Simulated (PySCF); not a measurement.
**C2H6Te: electronic structure in real space**

Aim: take C2H6Te and analyse its density (charges, bond critical points, surface potential), see where an electron leaves and enters and measure its response to a uniform field.

Program: PySCF 2.14.0. Level of theory: levels as typed in each script, gas phase, geometry from GFN2-xTB. These are calculated values, not measurements.

## 1. The system as given

SMILES `C[Te]C`, 9 atoms, charge 0, spin multiplicity 1.

Bond lengths: C1–Te2 2.161 Å, C1–H4 1.083 Å, C1–H5 1.081 Å, C1–H6 1.083 Å, Te2–C3 2.161 Å, C3–H7 1.082 Å, C3–H8 1.081 Å, C3–H9 1.083 Å. Angles: Te2–C1–H4 110.1°, Te2–C1–H5 108.3°, Te2–C1–H6 110.1°, H4–C1–H5 109.3°, H4–C1–H6 109.5°, H5–C1–H6 109.3°, C1–Te2–C3 92.5°, Te2–C3–H7 110.1°, Te2–C3–H8 108.3°, Te2–C3–H9 110.1°, H7–C3–H8 109.3°, H7–C3–H9 109.5°, H8–C3–H9 109.3°.

Geometry (Å):

```xyz
9

C     1.5608   -1.0891    0.0001
Te    0.0000    0.4052    0.0000
C    -1.5609   -1.0890   -0.0001
H     1.4835   -1.7088    0.8843
H     2.5163   -0.5829   -0.0002
H     1.4834   -1.7090   -0.8842
H    -1.4838   -1.7087    0.8842
H    -2.5163   -0.5827    0.0002
H    -1.4836   -1.7088   -0.8843
```

## 2. Density, bond paths and surface potential (PBE/def2-tzvp)

input.py reads:

```python
import numpy as np
from pyscf import gto, scf, dft
from pyscf.scf import atom_ks, atom_hf
from scipy.linalg import block_diag

def solve(mol, dm0=None, hcore=None):
    mf = (dft.UKS if mol.spin else dft.RKS)(mol, xc='pbe')
    mf.grids.level = 3
    mf = mf.density_fit(auxbasis='def2-universal-jkfit')
    mf.conv_tol, mf.max_cycle = 1e-8, 80
    if hcore is not None:
        mf.get_hcore = lambda *args: hcore
    mf.kernel(dm0)
    if not mf.converged:
        mf = mf.newton().run(mf.mo_coeff, mf.mo_occ, max_cycle=30)
    assert mf.converged, 'SCF not converged'
    return mf

mol = gto.M(atom='''
C      1.56078    -1.08910     0.00006
Te     0.00002     0.40518     0.00000
C     -1.56086    -1.08902    -0.00005
H      1.48349    -1.70885     0.88429
H      2.51628    -0.58286    -0.00023
H      1.48342    -1.70897    -0.88417
H     -1.48379    -1.70866     0.88419
H     -2.51632    -0.58272     0.00023
H     -1.48360    -1.70878    -0.88427
''', basis='def2-tzvp', ecp={'Te': 'def2-tzvp'}, charge=0, spin=0, verbose=4)
mf = solve(mol)
mf.analyze()
# spherically averaged free atoms, for the promolecule
atom_ks.AtomSphAverageRKS.init_guess_by_vsap = lambda self, mol=None: self.init_guess_by_minao(mol)  # core potentials
atm = atom_ks.get_atm_nrks(mol, xc='pbe')
pro = block_diag(*[(atm[a[0]][2] * atm[a[0]][3]) @ atm[a[0]][2].T for a in mol._atom])
np.savez('result.npz', e=mf.e_tot, c=mf.mo_coeff, occ=mf.mo_occ, eps=mf.mo_energy, pro=pro, dip=mf.dip_moment(verbose=0), s2=mf.spin_square()[0])
```

Started as:

```sh
$ OMP_NUM_THREADS=1 python input.py
```

## 4. Removing and adding an electron (PBE/def2-tzvp)

input.py reads:

```python
import numpy as np
from pyscf import gto, scf, dft
from pyscf.scf import atom_ks, atom_hf
from scipy.linalg import block_diag

def solve(mol, dm0=None, hcore=None):
    mf = (dft.UKS if mol.spin else dft.RKS)(mol, xc='pbe')
    mf.grids.level = 3
    mf = mf.density_fit(auxbasis='def2-universal-jkfit')
    mf.conv_tol, mf.max_cycle = 1e-8, 80
    if hcore is not None:
        mf.get_hcore = lambda *args: hcore
    mf.kernel(dm0)
    if not mf.converged:
        mf = mf.newton().run(mf.mo_coeff, mf.mo_occ, max_cycle=30)
    assert mf.converged, 'SCF not converged'
    return mf

mol = gto.M(atom='''
C      1.56078    -1.08910     0.00006
Te     0.00002     0.40518     0.00000
C     -1.56086    -1.08902    -0.00005
H      1.48349    -1.70885     0.88429
H      2.51628    -0.58286    -0.00023
H      1.48342    -1.70897    -0.88417
H     -1.48379    -1.70866     0.88419
H     -2.51632    -0.58272     0.00023
H     -1.48360    -1.70878    -0.88427
''', basis='def2-tzvp', ecp={'Te': 'def2-tzvp'}, charge=0, spin=0, verbose=4)
mf = solve(mol)
out = dict(e0=mf.e_tot, dm0=mf.make_rdm1(), c=mf.mo_coeff, occ=mf.mo_occ, eps=mf.mo_energy)
for name, dq, spin in [('cation', 1, 1)]:
    ion = mol.copy().set(charge=mol.charge + dq, spin=spin).build()
    mi = solve(ion)
    if spin and dq > 0 and mol.nao < 130:
        c, _, stable, _ = mi.stability(return_status=True)
        if not stable:
            mi = solve(ion, mi.make_rdm1(c, mi.mo_occ))
    print(name, 'vertical energy change / eV', (mi.e_tot - mf.e_tot) * 27.211386)
    out.update({'e_' + name: mi.e_tot, 'dm_' + name: mi.make_rdm1(), 's2_' + name: mi.spin_square()[0], 'eps_' + name: mi.mo_energy, 'occ_' + name: mi.mo_occ})
# spherically averaged free atoms, for the promolecule
atom_ks.AtomSphAverageRKS.init_guess_by_vsap = lambda self, mol=None: self.init_guess_by_minao(mol)  # core potentials
atm = atom_ks.get_atm_nrks(mol, xc='pbe')
pro = block_diag(*[(atm[a[0]][2] * atm[a[0]][3]) @ atm[a[0]][2].T for a in mol._atom])
np.savez('result.npz', pro=pro, **out)
```

## 6. Response to an electric field (PBE/def2-tzvp)

Changes to input.py since step 4:

```diff
@@ -29,13 +29,10 @@
 ''', basis='def2-tzvp', ecp={'Te': 'def2-tzvp'}, charge=0, spin=0, verbose=4)
+field = np.array([0.004, 0.0, 0.0])  # atomic units
+mol.set_common_orig(mol.atom_charges() @ mol.atom_coords() / mol.atom_charges().sum())
 mf = solve(mol)
-out = dict(e0=mf.e_tot, dm0=mf.make_rdm1(), c=mf.mo_coeff, occ=mf.mo_occ, eps=mf.mo_energy)
-for name, dq, spin in [('cation', 1, 1)]:
-    ion = mol.copy().set(charge=mol.charge + dq, spin=spin).build()
-    mi = solve(ion)
-    if spin and dq > 0 and mol.nao < 130:
-        c, _, stable, _ = mi.stability(return_status=True)
-        if not stable:
-            mi = solve(ion, mi.make_rdm1(c, mi.mo_occ))
-    print(name, 'vertical energy change / eV', (mi.e_tot - mf.e_tot) * 27.211386)
-    out.update({'e_' + name: mi.e_tot, 'dm_' + name: mi.make_rdm1(), 's2_' + name: mi.spin_square()[0], 'eps_' + name: mi.mo_energy, 'occ_' + name: mi.mo_occ})
+out = dict(dm0=mf.make_rdm1(), d0=mf.dip_moment(unit='AU'), e0=mf.e_tot)
+for name, sign in (('p', 1), ('m', -1)):
+    h = mf.get_hcore() + sign * np.einsum('x,xij->ij', field, mol.intor('int1e_r'))
+    mi = solve(mol, mf.make_rdm1(), h)
+    out.update({'dm' + name: mi.make_rdm1(), 'd' + name: mi.dip_moment(unit='AU'), 'e' + name: mi.e_tot})
 # spherically averaged free atoms, for the promolecule
```

(Steps that only read results are left out.)

Before running it: what results should come out? Wanted: dipole moment; HOMO, LUMO; vertical ionisation energy; polarisability along the field.

As calculated:

```
                                      quantity            value
                 dipole moment (PBE/def2-tzvp)           1.26 D
                    HOMO, LUMO (PBE/def2-tzvp)  -4.65, -1.34 eV
    vertical ionisation energy (PBE/def2-tzvp)          7.73 eV
polarisability along the field (PBE/def2-tzvp)       73.9 bohr³
```

**Reading.** At PBE/def2-tzvp: The highest Hirshfeld charge is on Te2 (+0.07 e), the lowest on C1 and C3 (−0.15 e). The ionisation energy from two SCF runs, 7.73 eV, lies 3.1 eV above −ε(HOMO) = 4.65 eV of the same level, PBE/def2-tzvp, since self-interaction lifts this functional's HOMO. The geometry was not optimised at these levels.
